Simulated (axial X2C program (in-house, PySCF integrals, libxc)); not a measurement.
**ScN⁺: EOM-IP-CCSD levels**

Wanted for ScN⁺: EOM-IP-CCSD levels, at the two-component level.

Computed with an in-house X2C program for linear molecules on PySCF integrals. Level: two-component X2C with atomic mean-field terms, Sc dyall-cv3z, N dyall-av3z.

All values are calculated.

## Step 1: Set-up

Contents of task.json:

```json
{"zs": [21, 7], "q": 1, "bas": ["dyall-cv3z", "dyall-av3z"], "r0": 1.76, "eom": "ip", "rq": 0, "thr": -2.0, "nmax": 95, "grid": [1, 0.96, 1.045, 0.92, 1.09, 1.15]}
```

Keys: zs atomic numbers; q charge; bas basis sets; r0 starting distance in Å; eom kind of EOM run; thr threshold in hartree for freezing inner shells (an s shell follows its p shell); nmax most natural virtual spinors; grid distances as factors.

Run with:

```bash
$ python soeom.py task.json out
```

Nuclei are Gaussian, cores are contracted, and the Gaunt term is on.

## Step 2: EOM-IP-CCSD at 1.638 Å

Reference: the closed shell ScN; 16 electrons correlated, 88 virtual spinors; roots sought by Ω: 1/2: 4, 3/2: 3, 5/2: 1.

Output:

```text
two-component X2C + atomic mean field  HF
basis functions 188  fitting functions 976  grid points 5075
iter        total energy     max residual
   1       -817.489002157     1.21e-01
   2       -817.507606532     1.33e-02
   3       -817.505512252     2.13e-02
   4       -817.512220005     3.08e-03
   5       -817.512531141     1.39e-03
   6       -817.512645629     1.01e-03
   7       -817.512722643     7.62e-04
   8       -817.512766483     4.62e-04
   9       -817.512789133     1.87e-04
  10       -817.512792993     3.76e-05
  11       -817.512793213     1.78e-05
  12       -817.512793280     1.02e-05
  13       -817.512793302     1.51e-06
  14       -817.512793303     2.92e-07
converged
one-electron -1216.02907959  Coulomb 396.18027360  exact exchange -44.98868264  xc functional 0.00000000  nuclear repulsion 47.49026252  atomic mean-field constant -0.16556719
correlated 16  virtual 302  natural virtual 88  E(MP2) -0.645090996  MP2 remainder -0.045614149
iter   CCSD correlation   residual
   1     -0.529128871   3.51e-01
   2     -0.565464643   2.33e-01
   3     -0.569807400   3.82e-02
   4     -0.571209117   1.61e-02
   5     -0.571379574   5.32e-03
   6     -0.571353285   1.71e-03
   7     -0.571338386   7.42e-04
   8     -0.571332533   3.93e-04
   9     -0.571350561   1.89e-04
  10     -0.571345057   7.99e-05
  11     -0.571346113   2.67e-05
  12     -0.571346059   1.04e-05
  13     -0.571345781   4.93e-06
  14     -0.571345814   2.31e-06
  15     -0.571345775   1.01e-06
  16     -0.571345761   3.65e-07
(T) -0.034774788  T1 0.0362  D1 0.0637  max T2 0.097
EOM-IP-CCSD roots
2*Omega      energy/Eh   energy/eV  one-particle weight
    1       0.25436083      6.9215      0.929
    1       0.27347439      7.4416      0.933
    1       0.63528763     17.2871      0.560  not converged
    1       0.63782761     17.3562      0.000  not converged
    3       0.27314090      7.4325      0.933
    3       0.63763965     17.3511      0.000
    3       0.64494587     17.5499      0.000
    5       0.63745355     17.3460      0.000
```

T1 in the output is the amplitude norm over the root of the electron number; divide by √2 for the Lee–Taylor value.

```
  Ω  vertical IE (eV)  above lowest (cm⁻¹)                          spinor  weight
1/2             6.922                    0  52% N pσ, 29% Sc dσ, 10% Sc pσ    0.93
3/2             7.433                 4120             62% N pπ, 28% Sc dπ    0.93
1/2             7.442                 4190             62% N pπ, 28% Sc dπ    0.93
```

Wall time 28 s (1 thread of Intel Xeon Platinum 8488C (Sapphire Rapids), shared host); peak memory 0.93 GiB.

## Step 3: EOM-IP-CCSD at 1.573 Å

```
  Ω  vertical IE (eV)  above lowest (cm⁻¹)                          spinor  weight
1/2             6.939                    0  48% N pσ, 34% Sc dσ, 10% Sc pσ    0.94
3/2             7.634                 5610             62% N pπ, 28% Sc dπ    0.94
1/2             7.645                 5690             62% N pπ, 28% Sc dπ    0.94
1/2            17.210                82840  56% N sσ, 21% Sc dσ, 10% Sc pσ    0.68
```

It took 25 s on 1 thread of Intel Xeon Platinum 8488C (Sapphire Rapids), shared host; peak memory 0.95 GiB.

## Step 4: EOM-IP-CCSD at 1.712 Å

```
  Ω  vertical IE (eV)  above lowest (cm⁻¹)                         spinor  weight
1/2             6.962                    0  56% N pσ, 25% Sc dσ, 9% Sc pσ    0.92
3/2             7.315                 2850            62% N pπ, 28% Sc dπ    0.93
1/2             7.323                 2920            62% N pπ, 27% Sc dπ    0.93
```

Run time: 30 s. Hardware: 1 thread of Intel Xeon Platinum 8488C (Sapphire Rapids), shared host; peak memory 0.98 GiB.

## Step 5: EOM-IP-CCSD at 1.507 Å

```
  Ω  vertical IE (eV)  above lowest (cm⁻¹)                          spinor  weight
1/2             6.984                    0  43% N pσ, 38% Sc dσ, 11% Sc pσ    0.94
3/2             7.922                 7570             62% N pπ, 29% Sc dπ    0.94
1/2             7.938                 7690             62% N pπ, 29% Sc dπ    0.94
1/2            17.061                81270  54% N sσ, 22% Sc dσ, 11% Sc pσ    0.74
```

It took 26 s on 1 thread of Intel Xeon Platinum 8488C (Sapphire Rapids), shared host; peak memory 0.98 GiB.

## Step 6: EOM-IP-CCSD at 1.785 Å

```
  Ω  vertical IE (eV)  above lowest (cm⁻¹)                         spinor  weight
1/2             7.075                    0  58% N pσ, 20% Sc dσ, 9% Sc pσ    0.91
3/2             7.292                 1750            63% N pπ, 27% Sc dπ    0.92
1/2             7.299                 1810            63% N pπ, 26% Sc dπ    0.92
```

It took 28 s on 1 thread of Intel Xeon Platinum 8488C (Sapphire Rapids), shared host; peak memory 0.98 GiB.

## Step 7: EOM-IP-CCSD at 1.884 Å

```
  Ω  vertical IE (eV)  above lowest (cm⁻¹)                          spinor  weight
1/2             7.334                    0  54% N pσ, 16% Sc sσ, 15% Sc dσ    0.89
3/2             7.362                  230             66% N pπ, 24% Sc dπ    0.92
1/2             7.369                  280             66% N pπ, 24% Sc dπ    0.92
```

Wall time 28 s (1 thread of Intel Xeon Platinum 8488C (Sapphire Rapids), shared host); peak memory 0.99 GiB.

## Step 8: Curves of the states

Energies in eV from the lowest point of the lowest state; states are followed by energy order within each Ω.

```
R (Å)  (1)Ω=1/2  (1)Ω=3/2  (2)Ω=1/2
1.507    0.5246    1.4626    1.4783
1.573    0.1432    0.8388    0.8488
1.638    0.0000    0.5110    0.5201
1.712    0.0728    0.4262    0.4343
1.785    0.3450    0.5619    0.5691
1.884    0.9405    0.9688    0.9749
```

Constants where the minimum is well bracketed (masses 44.956 and 14.003 u):

```
   state  Te (cm⁻¹)  Re (Å)  ωe (cm⁻¹)
(1)Ω=1/2          0   1.651       1062
(1)Ω=3/2       3440   1.699       1048
(2)Ω=1/2       3510   1.700       1046
```

## Step 9: What came out

| quantity | value |
| --- | --- |
| lowest root at 1.638 Å | Ω = 1/2, 6.922 eV |
| next root led by one particle | Ω = 3/2, about 4120 cm⁻¹ higher |
| T1 of the reference | 0.026 |
| lowest state, Re and ωe | 1.651 Å, 1062 cm⁻¹ |

Removing an electron from the reference determinant of ScN costs 6.92 eV and empties a spinor of 52% N pσ, 29% Sc dσ, 10% Sc pσ. Errors of 0.1 to 0.3 eV are usual at this size, and roots led by higher excitations are left out, so the list is incomplete, and low states of that kind can be missing. T1 or the largest double amplitude of the reference is raised, which lowers the reliability. The bond is 0.008 Å shorter than in the closed-shell reference at CCSD (1.659 Å).
